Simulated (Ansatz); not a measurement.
# HTi: the cost of one run

Computed with Ansatz 0.2.0 (the levels named in each step, unless a step's input says otherwise).

**1. The structure to begin with**

Bond lengths: Ti1–H2 1.552 Å.

As a file:

```xyz
2

Ti    0.0000    0.0000    0.0000
H     0.0000    0.0000    1.5520
```

**2. A rough first relaxation, PBE-D4/def2-SVP**

Input file input.yaml:

```yaml
crystal:
  periodic: [false, false, false]
  atoms:
    - { symbol: Ti, position_ang: [0.0, 0.0, 0.0] }
    - { symbol: H, position_ang: [0.0, 0.0, 1.55199] }
magnetization:
  spin_polarized: true
  initial_magnetization: 3
basis:
  gaussian: { orbitals: def2-SVP }
hamiltonian:
  xc: pbe
  dispersion: d4
relax:
  f_tol: 0.03
  max_steps: 200
```

The run is started by

```console
ansatz run input.yaml --threads 2 --pin off --max-ram 5120MiB --backend cpu --events-out ev --progress --plain --runs-dir out
```

What time and memory should one allow on 2 threads of Arm Neoverse V1, shared host?

About 15 s, with a peak of 0.11 GiB.
